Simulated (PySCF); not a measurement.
# C4H5F3O2: magnetic properties

Wanted: magnetic properties for C4H5F3O2 (`F[C@H]1OCOCC1(F)F`).

Computed with PySCF 2.14.0 and routines of our own; the level stands in each step. Atoms count from 0.

### 1 The system as given

14 atoms, charge 0, multiplicity 1; geometry from: GFN2-xTB.

### 2 Magnetic properties: GIAO HF/pcSseg-1

Job settings and geometry (Å):

```
{"job": {"kind": "mag", "xc": "HF", "basis": "pcSseg-1", "isotopologues": 0}, "charge": 0, "multiplicity": 1}
F     -0.336920    -1.181747    -1.588602
C     -0.554418    -1.151677    -0.227098
O      0.616511    -1.375137     0.446005
C      1.556788    -0.326641     0.287181
O      1.070659     0.894150     0.739400
C     -0.068261     1.309619     0.023605
C     -1.154382     0.234047     0.101996
F     -2.174335     0.513598    -0.746487
F     -1.709957     0.186080     1.338818
H     -1.254209    -1.960960     0.013314
H      2.406491    -0.590633     0.917537
H      1.857356    -0.263135    -0.773919
H     -0.416593     2.234612     0.485615
H      0.160591     1.477351    -1.039532
```

Method: GIAO HF/pcSseg-1 magnetisability, rotational g tensor and spin-rotation constants, non-relativistic, gas phase.

Launch:

```console
$ OMP_NUM_THREADS=1 python excited_run.py task.json out
```

The driver reads the jobs from task.json and runs them one after another.

The log of the run:

```text
final grid: 128920 points
cycle   1  E = -602.0435317850  dE =  2.155e+00  |g| = 1.170e+00  |ddm| = 3.250e+00
cycle   2  E = -602.2399597835  dE = -1.964e-01  |g| = 7.358e-01  |ddm| = 1.037e+00
cycle   3  E = -602.3274984007  dE = -8.754e-02  |g| = 8.649e-02  |ddm| = 4.174e-01
cycle   4  E = -602.3296941948  dE = -2.196e-03  |g| = 2.581e-02  |ddm| = 9.047e-02
cycle   5  E = -602.3298866252  dE = -1.924e-04  |g| = 5.677e-03  |ddm| = 3.017e-02
cycle   6  E = -602.3298999038  dE = -1.328e-05  |g| = 2.074e-03  |ddm| = 8.019e-03
cycle   7  E = -602.3299015790  dE = -1.675e-06  |g| = 7.278e-04  |ddm| = 2.969e-03
cycle   8  E = -602.3299017574  dE = -1.783e-07  |g| = 1.755e-04  |ddm| = 8.927e-04
cycle   9  E = -602.3299017709  dE = -1.353e-08  |g| = 4.764e-05  |ddm| = 2.904e-04
cycle  10  E = -602.3299017716  dE = -7.101e-10  |g| = 2.013e-05  |ddm| = 6.192e-05
converged SCF energy = -602.3299017716

Magnetisability tensor (1e-30 J/T^2)
    -1162.53        4.54      -33.64
        4.54    -1112.81        5.59
      -33.64        5.59    -1112.87
isotropic -1129.40   principal values   -1180.15  -1112.68  -1095.37
isotropic susceptibility -68.014 1e-6 cm^3/mol

Inertial axes            a          b          c
rot. const./GHz      2.2557     1.7287     1.3555
chi total           -70.394    -66.930    -66.719
chi diamagnetic    -585.320   -738.282   -905.388
chi paramagnetic    514.927    671.352    838.669
quadrupole/D A        1.507     -3.922      2.415
g nuclear            0.5230     0.5276     0.5178
g electronic        -0.5457    -0.5452    -0.5341
g total             -0.0227    -0.0176    -0.0163

Spin-rotation constants (kHz, H = +C I.J)
atom  isotope        aa         bb         cc
  0    19F        0.394      1.174      0.894
  7    19F        1.208      1.439      0.853
  8    19F        0.966      1.637      1.015
  9     1H       -0.172     -0.103     -0.007
 10     1H        0.070     -0.167     -0.109
 11     1H       -0.185     -0.111     -0.001
 12     1H       -0.197      0.052     -0.140
 13     1H       -0.258     -0.135      0.031
  1    13C*       0.567      0.435      0.318
  2    17O*      -0.283     -0.187     -0.168
  3    13C*       0.537      0.363      0.297
  4    17O*      -0.236     -0.095     -0.091
  5    13C*       0.372      0.378      0.285
  6    13C*       0.632      0.427      0.324
* in the singly substituted isotopologue
```

It took 14 s on 1 thread of Arm Neoverse V1, shared host; peak memory 0.8 GiB.

In short:

```tsv
quantity	value
magnetisability	-1129·10⁻³⁰ J/T²
molar susceptibility	-68.0·10⁻⁶ cm³/mol
rotational g (a, b, c)	-0.0227, -0.0176, -0.0163
```

### 3 Magnetic properties: GIAO BLYP/pcseg-1, grid 1

The job, as its differences from that of step 2:

```diff
@@ -1,2 +1,2 @@
-{"job": {"kind": "mag", "xc": "HF", "basis": "pcSseg-1", "isotopologues": 0}, "charge": 0, "multiplicity": 1}
+{"job": {"kind": "mag", "xc": "BLYP", "basis": "pcseg-1", "grid": 1, "scf": {"guess": "sap"}}, "charge": 0, "multiplicity": 1}
 F     -0.336920    -1.181747    -1.588602
```

Level: GIAO BLYP/pcseg-1 magnetisability, rotational g tensor and spin-rotation constants, non-relativistic, gas phase.

The log of the run:

```text
final grid: 59344 points
cycle   1  E = -592.3430873264  dE =  9.440e+00  |g| = 6.681e+00  |ddm| = 2.885e+01
cycle   2  E = -522.9104922979  dE =  6.943e+01  |g| = 1.431e+01  |ddm| = 3.105e+01
cycle   3  E = -592.9794608462  dE = -7.007e+01  |g| = 6.241e+00  |ddm| = 1.355e+01
cycle   4  E = -587.4718994663  dE =  5.508e+00  |g| = 7.123e+00  |ddm| = 1.242e+01
cycle   5  E = -604.5753294541  dE = -1.710e+01  |g| = 1.760e+00  |ddm| = 1.069e+01
cycle   6  E = -604.7268477749  dE = -1.515e-01  |g| = 1.564e+00  |ddm| = 2.357e+00
cycle   7  E = -605.1396880770  dE = -4.128e-01  |g| = 3.643e-01  |ddm| = 1.190e+00
cycle   8  E = -605.1531640225  dE = -1.348e-02  |g| = 2.534e-01  |ddm| = 4.257e-01
cycle   9  E = -605.1646600804  dE = -1.150e-02  |g| = 7.639e-02  |ddm| = 2.425e-01
cycle  10  E = -605.1653588127  dE = -6.987e-04  |g| = 5.071e-02  |ddm| = 9.354e-02
cycle  11  E = -605.1658185488  dE = -4.597e-04  |g| = 1.083e-02  |ddm| = 5.021e-02
cycle  12  E = -605.1658375421  dE = -1.899e-05  |g| = 4.527e-03  |ddm| = 1.243e-02
cycle  13  E = -605.1658412981  dE = -3.756e-06  |g| = 1.066e-03  |ddm| = 3.740e-03
cycle  14  E = -605.1658415255  dE = -2.275e-07  |g| = 2.075e-04  |ddm| = 1.064e-03
cycle  15  E = -605.1658415294  dE = -3.848e-09  |g| = 1.548e-04  |ddm| = 2.768e-04
cycle  16  E = -605.1658415334  dE = -3.970e-09  |g| = 2.955e-05  |ddm| = 1.153e-04
cycle  17  E = -605.1658415335  dE = -1.219e-10  |g| = 1.617e-05  |ddm| = 3.722e-05
converged SCF energy = -605.1658415335

Magnetisability tensor (1e-30 J/T^2)
    -1103.86       -2.62      -36.00
       -2.62    -1044.89        4.30
      -36.00        4.30    -1031.21
isotropic -1059.98   principal values   -1118.68  -1045.73  -1015.54
isotropic susceptibility -63.834 1e-6 cm^3/mol

Inertial axes            a          b          c
rot. const./GHz      2.2557     1.7287     1.3555
chi total           -66.656    -62.636    -62.210
chi diamagnetic    -585.020   -738.335   -904.586
chi paramagnetic    518.364    675.700    842.376
quadrupole/D A        1.590     -3.237      1.647
g nuclear            0.5230     0.5276     0.5178
g electronic        -0.5493    -0.5488    -0.5364
g total             -0.0263    -0.0211    -0.0187

Spin-rotation constants (kHz, H = +C I.J)
atom  isotope        aa         bb         cc
  0    19F        1.076      1.590      1.240
  7    19F        1.784      1.945      1.278
  8    19F        1.628      2.068      1.414
  9     1H       -0.164     -0.097     -0.003
 10     1H        0.085     -0.167     -0.111
 11     1H       -0.173     -0.101      0.009
 12     1H       -0.197      0.064     -0.144
 13     1H       -0.254     -0.131      0.043
  1    13C*       0.628      0.505      0.366
  2    17O*      -0.390     -0.250     -0.205
  3    13C*       0.597      0.398      0.333
  4    17O*      -0.331     -0.149     -0.145
  5    13C*       0.404      0.433      0.318
  6    13C*       0.712      0.508      0.374
* in the singly substituted isotopologue
```

Run time: 28 s. Hardware: 1 thread of Arm Neoverse V1, shared host; peak memory 0.56 GiB.

In short:

```tsv
quantity	value
magnetisability	-1060·10⁻³⁰ J/T²
molar susceptibility	-63.8·10⁻⁶ cm³/mol
rotational g (a, b, c)	-0.0263, -0.0211, -0.0187
```

### 4 Magnetic properties side by side

```tsv
level	ξ (10⁻³⁰ J/T²)	g(a)	g(b)	gap (eV)	functions	time
GIAO HF/pcSseg-1	-1129	-0.0227	-0.0176	16.94	178	14 s
GIAO BLYP/pcseg-1, grid 1	-1060	-0.0263	-0.0211	7.10	151	28 s
```

### 5 Outcome

| quantity | value |
| --- | --- |
| magnetisability (step 2, GIAO HF/pcSseg-1) | -1129·10⁻³⁰ J/T² |
| molar susceptibility (step 2, GIAO HF/pcSseg-1) | -68.0·10⁻⁶ cm³/mol |
| rotational g (a, b, c) (step 2, GIAO HF/pcSseg-1) | -0.0227, -0.0176, -0.0163 |
| magnetisability over the levels | -1129 to -1060·10⁻³⁰ J/T² |

In words: The magnetisability spreads by 6.3 % over 2 levels, from GIAO HF/pcSseg-1 (14 s) to GIAO BLYP/pcseg-1, grid 1 (28 s); the runs took 14 s to 28 s. Two levels can agree by chance, so this spread shows no convergence. Vibrational averaging and real surroundings are missing from these values.
